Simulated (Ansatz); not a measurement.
**FH₃O₃Zr: two vibrations frozen in**

Aim: map the energy of FH3O3Zr, SMILES [OH][Zr]([OH])([OH])[F] over two coordinates, and find its wells, ridges and stiffness.

The runs use Ansatz 0.2.0; RKS B3LYP-D4/def2-SVP.

## 1. Starting geometry

SMILES `[OH][Zr]([OH])([OH])[F]`, 8 atoms, charge 0, spin multiplicity 1.

Atoms are counted from 1 here; the program's logs count them from 0.

Bond lengths: O1–Zr2 1.931 Å, O1–H6 0.965 Å, Zr2–O3 1.931 Å, Zr2–O4 1.931 Å, Zr2–F5 1.933 Å, O3–H7 0.965 Å, O4–H8 0.965 Å. Angles: Zr2–O1–H6 172.8°, O1–Zr2–O3 110.5°, O1–Zr2–O4 110.5°, O1–Zr2–F5 108.4°, O3–Zr2–O4 110.5°, O3–Zr2–F5 108.4°, O4–Zr2–F5 108.4°, Zr2–O3–H7 172.7°, Zr2–O4–H8 172.6°.

Coordinates:

```xyz
8
FH3O3Zr
O    -1.06496    1.40382    0.55676
Zr    0.10429    0.14644   -0.32725
O     1.68897   -0.16489    0.73177
O    -0.82088   -1.51502   -0.66331
F     0.64153    0.90054   -2.02386
H    -1.65278    1.95276    1.09017
H     2.40572   -0.37315    1.34358
H    -1.30189   -2.35050   -0.70785
```

This geometry comes from a loose relaxation at PBE in a small basis, which is not shown.

## 4. The grid

First coordinate, normal mode 7 (265 cm⁻¹): 13 values from −0.72 amu½·Å. Second coordinate, normal mode 8 (265 cm⁻¹): 13 values from −0.637 amu½·Å.

Nothing else is relaxed (straight displacements along the two mass-weighted modes). Energies count from the relaxed molecule at the same level. Points are written as (first, second).

Displacement patterns for an amplitude of 1 (Å):

```tsv
atom	x1	y1	z1	x2	y2	z2
O1	0.010	-0.025	0.059	-0.035	-0.037	0.012
Zr2	-0.009	0.005	-0.001	0.004	0.008	0.005
O3	0.032	0.003	-0.057	-0.014	-0.049	0.012
O4	0.039	-0.022	0.004	0.013	0.014	-0.068
F5	0.012	-0.007	0.001	-0.006	-0.011	-0.007
H6	-0.066	0.377	-0.482	0.149	0.327	-0.185
H7	-0.409	-0.117	0.459	0.210	0.281	-0.165
H8	-0.176	0.102	-0.022	-0.059	-0.022	0.703
```

(The set-up runs are not shown.)

## 5. Point (0.36 amu½·Å, 0.425 amu½·Å)

input.yaml

```yaml
crystal:
  periodic: [false, false, false]
  atoms:
    - { symbol: O, position_ang: [-1.075553, 1.372554, 0.594982] }
    - { symbol: Zr, position_ang: [0.098838, 0.146277, -0.314857] }
    - { symbol: O, position_ang: [1.687376, -0.192758, 0.725508] }
    - { symbol: O, position_ang: [-0.807336, -1.518959, -0.678372] }
    - { symbol: F, position_ang: [0.639105, 0.886232, -2.013174] }
    - { symbol: H, position_ang: [-1.608283, 2.239132, 0.820934] }
    - { symbol: H, position_ang: [2.357759, -0.281598, 1.42264] }
    - { symbol: H, position_ang: [-1.384899, -2.320379, -0.440935] }
basis:
  gaussian: { orbitals: def2-SVP }
hamiltonian:
  xc: { name: B3LYP }
  dispersion: d4
output:
  forces: true
```

Command:

```
$ ansatz run input.yaml --threads 1 --pin off --max-ram 2560MiB --backend cpu --events-out ev --progress --plain --runs-dir out
```

The session goes on with these runs: the other points that were computed.

Q: Predict the outcome of this session. Wanted: lowest point; highest computed point; dipole moment; largest force on an atom.

The runs gave:

```
                       quantity                                                                                                 value
                   lowest point                                                                 (0.00 amu½·Å, 0.000 amu½·Å), 0 kJ/mol
         highest computed point                                             (−0.72 amu½·Å, 0.637 amu½·Å), 143 kJ/mol above the lowest
              dipole moment (D)  3.12 at (0.00 amu½·Å, 0.000 amu½·Å) to 3.51 at (0.72 amu½·Å, 0.637 amu½·Å); 3.12 at the lowest point
largest force on an atom (eV/Å)     0.0 at (0.00 amu½·Å, 0.000 amu½·Å) to 6.4 at (0.72 amu½·Å, 0.637 amu½·Å); 0.0 at the lowest point
        time for the whole task                                                                       19 min on 1 thread, shared host
```

The lowest computed point is at (0.00 amu½·Å, 0.000 amu½·Å), 0 kJ/mol from the relaxed molecule at the same level. No other kind of well shows on this grid. The highest computed point, (−0.72 amu½·Å, 0.637 amu½·Å), lies 143 kJ/mol above the lowest. Round the minimum the two coordinates are nearly uncoupled.
